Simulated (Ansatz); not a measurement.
# ScRu3 (Pm-3m) in Ansatz: convergence with wavefunction cutoff

Aim: find how far wavefunction cutoff must go before the results for ScRu3 settle, at PBE. This setting moves, with any that are tied to it; all else stays.

Everything below comes from runs of Ansatz 0.2.0. Logs are shortened: lines on timing, memory, paths and dates and some standing lists are left out, and cuts for length are marked.

## (1) The structure

Symmetry: Pm-3m, No. 221, cubic system. Conventional cell: a = 3.938 Å, b = 3.938 Å, c = 3.938 Å, α = 90.00°, β = 90.00°, γ = 90.00°. Ru (site symmetry 4/mmm) is surrounded by 8 Ru at 2.78 Å and 4 Sc at 2.78 Å. Sc (site symmetry m-3m) has 12 Ru at 2.78 Å as nearest neighbours.

The cell comes from a database or a generator and needn't be the stable form of this composition.

## (2) With wavefunction cutoff 400 eV

The input, input.yaml:

```yaml
crystal:
  lattice:
    - [3.938437, 0.0, 0.0]
    - [0.0, 3.938437, 0.0]
    - [0.0, 0.0, 3.938437]
  atoms:
    - { symbol: Ru, position: [0.5, 0.5, 0.0] }
    - { symbol: Ru, position: [0.5, 0.0, 0.5] }
    - { symbol: Ru, position: [0.0, 0.5, 0.5] }
    - { symbol: Sc, position: [0.0, 0.0, 0.0] }
hamiltonian:
  xc: pbe
  pseudopotentials: { kind: nc }
kpoints:
  mp_grid: { grid: [6, 6, 6] }
scf:
  occupations: { method: fermi_dirac, width: 0.1 }
output:
  forces: true
  stress: true
  eigenvalues: true
basis:
  ecutwfc: "400 eV"
```

Potentials or basis: Ansatz NC with PseudoDojo standard (PBE files).

Command:

```sh
$ ansatz run input.yaml --threads 2 --pin off --max-ram 5632MiB --backend cpu --events-out ev --progress --plain --runs-dir out
```

What it wrote:

```text
Warning: basis.ecutwfc = 400 eV is below the records' recommended 1142.878222 eV, and the density's cutoff is lower with it unless basis.ecutrho_ratio is high enough to keep the records' density cutoff: compare with a run at a higher cutoff
Warning: RAYON_NUM_THREADS=2 ignored (pool sized by the plan → 2); use --threads N
Engine: ansatz 0.2.0, aarch64-unknown-linux-gnu
Pseudopotentials: kind: nc
Pseudopotential: Ru, nc, valence charge 16, recommended cutoff 1142.878222 eV (normal), Ru.nc.azcp
Pseudopotential: Sc, nc, valence charge 11, recommended cutoff 1061.244064 eV (normal), Sc.nc.azcp (PseudoDojo's, or run here from an input of PseudoDojo's: the run reads no file of this project's for it)
Functional definition: PBE
  parameter kappa = 0.804
  parameter beta = 0.06672455060314922
  exchange = pbe_x(kappa = kappa, mu = beta*pi^2/3)
  correlation = pbe_c(beta = beta)
Crystal: 4 atoms, lattice volume = 61.090 Å³
Basis set: ecut = 400 eV, 1141 PW (Γ), exchange–correlation on 54×54×54 points (8 copies of the dense FFT grid, shifted against one another)
Bands: 36, of which v1, the nominal top of the filled ones, is band 30 counted from 1 (29 counted from 0)
Symmetry: 48 space group operations
Space group: Pm-3m (ITA 221), of the structure as read, at distance tolerance 3.9e-5 Å
k-points: 20 of 216
Non-local potential: Ru, projectors of the file, l = 0: 2, l = 1: 2, l = 2: 2
Non-local potential: Sc, projectors of the file, l = 0: 2, l = 1: 2, l = 2: 2
Initial density: superposition of atomic densities (chi_scale 0.1, normalization cell, long waves kept (reshape's long-wave potential 0.00 eV rms))
Initial wavefunctions: pseudopotential atomic-orbital guess
Functional: x = pbe(κ = 0.804, μ = 0.2195149727645171), c = pbe(β = 0.06672455060314922)
SCF iter   1: F=—  HF=-9535.161610 eV  |F-HF|=—  |Δ(HF+E_count)|=         —  Δρ=2.94e-1  dr2=6.57e1  ethr=3.10e-3  ⟨swp⟩=5.9  Hψ=2888  notcnv=0
preconditioner: auto → Kerker (q_TF=auto, 2.713 Å⁻¹)  [metal: Δε(μ)=0.040 eV  Ē_g=4.740 eV  σ=0.100 eV  W_gap=0.10  n_scr=18 (ndim 8)  ℏωp=24.7 eV  f_vac=0.000  D(μ)=3.56/eV (n_scr^D=32)]
SCF iter   2: F=—  HF=-9523.923213 eV  |F-HF|=—  |Δ(HF+E_count)|=    1.12e1  Δρ=8.07e-2  dr2=1.22e0  ethr=3.10e-3  ⟨swp⟩=4.5  Hψ=1954  notcnv=0
SCF iter   3: F=—  HF=-9523.738634 eV  |F-HF|=—  |Δ(HF+E_count)|=   1.85e-1  Δρ=3.94e-2  dr2=3.06e-1  ethr=2.07e-3  ⟨swp⟩=3.1  Hψ=1441  notcnv=0
SCF iter   4: F=—  HF=-9523.706476 eV  |F-HF|=—  |Δ(HF+E_count)|=   3.22e-2  Δρ=1.10e-2  dr2=3.38e-2  ethr=5.19e-4  ⟨swp⟩=2.3  Hψ=1186  notcnv=0
SCF iter   5: F=—  HF=-9523.700428 eV  |F-HF|=—  |Δ(HF+E_count)|=   6.05e-3  Δρ=1.38e-3  dr2=6.75e-4  ethr=5.73e-5  ⟨swp⟩=2.0  Hψ=1223  notcnv=0
SCF iter   6: F=—  HF=-9523.700422 eV  |F-HF|=—  |Δ(HF+E_count)|=   5.72e-6  Δρ=1.95e-4  dr2=3.15e-5  ethr=1.14e-6  ⟨swp⟩=2.4  Hψ=1234  notcnv=0
SCF iter   7: F=—  HF=-9523.703846 eV  |F-HF|=—  |Δ(HF+E_count)|=   3.42e-3  Δρ=7.35e-5  dr2=3.04e-6  ethr=5.34e-8  ⟨swp⟩=2.2  Hψ=1262  notcnv=0
SCF iter   8: F=-9523.703845 eV  HF=-9523.703845 eV  |F-HF|=5.08e-8  |Δ(HF+E_count)|=   7.01e-7  Δρ=1.56e-5  dr2=8.26e-8  ethr=1.69e-10  ⟨swp⟩=7.2  Hψ=4446  notcnv=0
SCF 1 converged in 8 iterations: F = -9523.703845 eV  dr2 = 8.26e-8
SCF converged after 8 iterations
Free energy (F): -9523.703845 eV
Harris-Foulkes:  -9523.703845 eV  (|F-HF|=5.08e-8)
Internal energy: -9523.526328 eV  (E = F + TS)
E sigma→0 (E₀):  -9523.615087 eV
Entropy (-TS):   -0.177517 eV (-44.379 meV/atom)
Fermi energy:    19.412208 eV
--- Per-component energies (eV) ---
  E_band       = -399.615440
  E_kinetic    = 3048.660855
  E_local      = -6153.472423  (includes V_loc(G=0)·N_el)
  E_nonlocal   = 1052.302139
  E_hartree    = 1505.310921
  E_xc         = -1605.000368
  E_vxc        = -1357.739356  (∫ρ·V_xc dr)
  E_ewald      = -7371.327452
  E_smearing   = -0.177517  (= −TS)
  E_closure    = 0.000000  (closes the sum)
  Σ components = -9523.703845   (vs F -9523.703845, Δ=0.00e0)
--- Forces (eV/Å), atoms counted from 1 ---
  atom   1  Ru     0.00000000    -0.00000000     0.00000000
  atom   2  Ru     0.00000000     0.00000000    -0.00000000
  atom   3  Ru     0.00000000     0.00000000    -0.00000000
  atom   4  Sc     0.00000000    -0.00000000     0.00000000
  max |Σ_I F_I| component: 1.96e-29 eV/Å
--- Stress (GPa, compression-positive) ---
       -5.633177      -0.000000      -0.000000
       -0.000000      -5.633177       0.000000
       -0.000000       0.000000      -5.633177
  P = ⅓ Tr σ = -5.6332 GPa (-56.332 kbar)
--- Band table (eV; the first three rows and the last of 20) ---
  k-point 0: bands = ["-52.4152", "-52.3154", "-52.3154", "-29.1998", "-24.4453", "-24.4453", "-24.4453", "-24.1115", "-24.1115", "-24.1115", "-23.9853", "-23.9853", "-23.9853", "-8.9223", "-8.9223", "-8.9223", "12.9221", "14.2333", "14.7560", "14.7560", "14.9118", "14.9118", "14.9118", "18.3433", "18.3433", "18.3433", "19.9970", "19.9970", "21.1722", "21.9022", "21.9022", "21.9022", "22.9242", "22.9242", "22.9242", "24.6618"]
  k-point 1: bands = ["-52.2886", "-52.1345", "-52.1040", "-29.1087", "-24.4250", "-24.4250", "-24.4116", "-24.1096", "-24.1096", "-24.1040", "-24.0092", "-23.9954", "-23.9954", "-8.9254", "-8.9151", "-8.9151", "13.2745", "14.5029", "14.9635", "15.0649", "15.1582", "15.2583", "15.2583", "18.1300", "18.4623", "18.4623", "19.8345", "20.0655", "20.5831", "20.5831", "20.9848", "21.7822", "21.9694", "23.5235", "23.5235", "24.5046"]
  k-point 2: bands = ["-52.4468", "-52.0905", "-52.0699", "-29.1234", "-24.3855", "-24.3855", "-24.3282", "-24.1268", "-24.1268", "-24.1049", "-24.0955", "-24.0191", "-24.0191", "-8.9514", "-8.9237", "-8.9237", "14.0974", "15.0764", "15.3954", "15.4831", "15.7824", "15.9670", "15.9670", "17.4649", "18.2753", "18.2753", "18.9769", "19.2637", "19.2637", "19.8281", "19.9273", "20.3748", "21.9854", "23.0957", "23.0957", "24.0331"]
  k-point 19: bands = ["-52.0903", "-52.0903", "-52.0903", "-29.0560", "-24.6322", "-24.3409", "-24.3409", "-24.3409", "-24.0545", "-24.0545", "-23.9416", "-23.9416", "-23.9416", "-8.9281", "-8.9281", "-8.9281", "14.9510", "14.9510", "14.9510", "14.9798", "17.3551", "17.3551", "17.3551", "18.2557", "18.2557", "18.2557", "18.9210", "18.9210", "20.2023", "20.6100", "20.6100", "20.6100", "21.4728", "21.4728", "21.4728", "24.3978"]
```

Run time: 1.3 s. Hardware: 2 threads of Arm Neoverse V1, shared host; peak memory 0.27 GiB.

What came out:

| Item | Value |
| --- | --- |
| Free energy | -9523.7038 eV |
| Pressure | -5.6 GPa |
| Band gap on the k mesh | none (metal or under the smearing width) |

## (3) With wavefunction cutoff 500 eV

input.yaml: that of step 2 with these lines changed.

```diff
@@ -22,2 +22,2 @@
 basis:
-  ecutwfc: "400 eV"
+  ecutwfc: "500 eV"
```

Potentials or basis: Ansatz NC with PseudoDojo standard (PBE files).

Command:

```sh
$ ansatz run input.yaml --threads 2 --pin off --max-ram 5632MiB --backend cpu --events-out ev --progress --plain --runs-dir out
```

Run time: 1.9 s. Hardware: 2 threads of Arm Neoverse V1, shared host; peak memory 0.29 GiB.

What came out:

| Quantity | Value |
| --- | --- |
| Free energy | -9549.0417 eV |
| Pressure | -0.2 GPa |
| Band gap on the k mesh | none (metal or under the smearing width) |

## (4) With wavefunction cutoff 600 eV

input.yaml: that of step 3 with these lines changed.

```diff
@@ -22,2 +22,2 @@
 basis:
-  ecutwfc: "500 eV"
+  ecutwfc: "600 eV"
```

Command:

```sh
$ ansatz run input.yaml --threads 2 --pin off --max-ram 5632MiB --backend cpu --events-out ev --progress --plain --runs-dir out
```

It took 2.2 s on 2 threads of Arm Neoverse V1, shared host; peak memory 0.31 GiB.

Results:

```
Free energy            : -9561.1103 eV
Pressure               : -2.2 GPa
Band gap on the k mesh : none (metal or under the smearing width)
```

## (5) With wavefunction cutoff 700 eV

input.yaml: that of step 4 with these lines changed.

```diff
@@ -22,2 +22,2 @@
 basis:
-  ecutwfc: "600 eV"
+  ecutwfc: "700 eV"
```

Command:

```sh
$ ansatz run input.yaml --threads 2 --pin off --max-ram 5632MiB --backend cpu --events-out ev --progress --plain --runs-dir out
```

Wall time 3.1 s (2 threads of Arm Neoverse V1, shared host); peak memory 0.34 GiB.

What came out:

| Item | Value |
| --- | --- |
| Free energy | -9566.0429 eV |
| Pressure | -1.4 GPa |
| Band gap on the k mesh | none (metal or under the smearing width) |

## (6) With wavefunction cutoff 850 eV

input.yaml: that of step 5 with these lines changed.

```diff
@@ -22,2 +22,2 @@
 basis:
-  ecutwfc: "700 eV"
+  ecutwfc: "850 eV"
```

Potentials or basis: Ansatz NC with PseudoDojo standard (PBE files).

Command:

```sh
$ ansatz run input.yaml --threads 2 --pin off --max-ram 5632MiB --backend cpu --events-out ev --progress --plain --runs-dir out
```

Run time: 4.6 s. Hardware: 2 threads of Arm Neoverse V1, shared host; peak memory 0.37 GiB.

It converged, with:

```
Free energy            : -9568.3950 eV
Pressure               : -1.9 GPa
Band gap on the k mesh : none (metal or under the smearing width)
```

## (7) With wavefunction cutoff 1000 eV

input.yaml: that of step 6 with these lines changed.

```diff
@@ -22,2 +22,2 @@
 basis:
-  ecutwfc: "850 eV"
+  ecutwfc: "1000 eV"
```

Command:

```sh
$ ansatz run input.yaml --threads 2 --pin off --max-ram 5632MiB --backend cpu --events-out ev --progress --plain --runs-dir out
```

Run time: 4.8 s. Hardware: 2 threads of Arm Neoverse V1, shared host; peak memory 0.42 GiB.

It converged, with:

| Item | Value |
| --- | --- |
| Free energy | -9568.7672 eV |
| Pressure | -1.8 GPa |
| Band gap on the k mesh | none (metal or under the smearing width) |

## (8) With wavefunction cutoff 1200 eV

input.yaml: that of step 7 with these lines changed.

```diff
@@ -22,2 +22,2 @@
 basis:
-  ecutwfc: "1000 eV"
+  ecutwfc: "1200 eV"
```

Command:

```sh
$ ansatz run input.yaml --threads 2 --pin off --max-ram 5632MiB --backend cpu --events-out ev --progress --plain --runs-dir out
```

Wall time 5.8 s (2 threads of Arm Neoverse V1, shared host); peak memory 0.46 GiB.

The run converged. Its results:

* Free energy: -9568.7984 eV
* Pressure: -1.8 GPa
* Band gap on the k mesh: none (metal or under the smearing width)

## (9) With wavefunction cutoff 1400 eV

input.yaml: that of step 8 with these lines changed.

```diff
@@ -22,2 +22,2 @@
 basis:
-  ecutwfc: "1200 eV"
+  ecutwfc: "1400 eV"
```

Potentials or basis: Ansatz NC with PseudoDojo standard (PBE files).

Command:

```sh
$ ansatz run input.yaml --threads 2 --pin off --max-ram 5632MiB --backend cpu --events-out ev --progress --plain --runs-dir out
```

Wall time 7.7 s (2 threads of Arm Neoverse V1, shared host); peak memory 0.52 GiB.

Results (log left out):

```
Free energy            : -9568.8002 eV
Pressure               : -1.8 GPa
Band gap on the k mesh : none (metal or under the smearing width)
```

## (10) With wavefunction cutoff 1700 eV

input.yaml: that of step 9 with these lines changed.

```diff
@@ -22,2 +22,2 @@
 basis:
-  ecutwfc: "1400 eV"
+  ecutwfc: "1700 eV"
```

Command:

```sh
$ ansatz run input.yaml --threads 2 --pin off --max-ram 5632MiB --backend cpu --events-out ev --progress --plain --runs-dir out
```

Run time: 10 s. Hardware: 2 threads of Arm Neoverse V1, shared host; peak memory 0.61 GiB.

It converged, with:

- Free energy: -9568.8017 eV
- Pressure: -1.8 GPa
- Band gap on the k mesh: none (metal or under the smearing width)

## (11) The series at a glance

```csv
wavefunction cutoff,"energy less the tightest run, at zero smearing (meV/atom)",pressure (GPa),SCF cycles,CPU time (s),peak memory (GiB)
400 eV,11273.98,-5.63,8,2.5,0.27
500 eV,4940.18,-0.19,10,3.6,0.29
600 eV,1922.83,-2.16,10,4.3,0.31
700 eV,689.73,-1.39,11,6.1,0.34
850 eV,101.64,-1.91,11,9.1,0.37
1000 eV,8.62,-1.77,11,9.4,0.42
1200 eV,0.84,-1.78,11,11,0.46
1400 eV,0.38,-1.78,11,15,0.52
1700 eV,0.00,-1.78,11,20,0.61
```

Against the tightest run, the energy stays within 1 meV/atom from 1200 eV on; the pressure stays within 0.1 GPa from 1000 eV on. The tightest run that finished is the yardstick and may itself not be fully converged.
